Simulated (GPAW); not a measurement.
Crystal: GaF.

```xyz
2
Lattice="3.1659 0.0000 0.0000 0.0000 3.1659 0.0000 0.0000 0.0000 3.1659" Properties=species:S:1:pos:R:3 pbc="T T T"
Ga    0.0000    0.0000    0.0000
F     1.5830    1.5830    1.5830
```

The cell was built by a generator and needn't be a form met in nature.

Base run:

* Program: GPAW 26.7.0
* Functional: r2SCAN
* Potentials or basis: GPAW PAW data sets (gpaw-data 1.2.1)
* Cutoff: 800 eV
* Basis: pw
* k mesh: 8 × 8 × 8
* Occupations: fermi-dirac, width 0.05 eV
* Spin: no spin polarisation

Its results: band gap on the k mesh 0.58 eV, indirect (least direct gap 1.46 eV); pressure -4.0 GPa.

Q: After a change of settings the same cell gave: band gap on the k mesh 0.34 eV, indirect (least direct gap 1.12 eV); pressure -1.7 GPa. Which change was it?
A. functional from r2SCAN to PBE
B. functional from r2SCAN to revPBE; potentials or basis from GPAW PAW data sets (gpaw-data 1.2.1) to the program's PAW data sets (release 1.2.1) made for this functional
C. functional from r2SCAN to RPBE; potentials or basis from GPAW PAW data sets (gpaw-data 1.2.1) to the program's PAW data sets (release 1.2.1) made for this functional
D. functional from r2SCAN to PBEsol; potentials or basis from GPAW PAW data sets (gpaw-data 1.2.1) to PAW data sets generated in the run's folder for this functional

A: A.

r2SCAN gives the wider gap, since meta-GGAs in the generalised Kohn-Sham scheme recover part of the derivative discontinuity.

Caveats: the PAW data sets were made with another functional, which shifts forces and pressure a little (some runs).
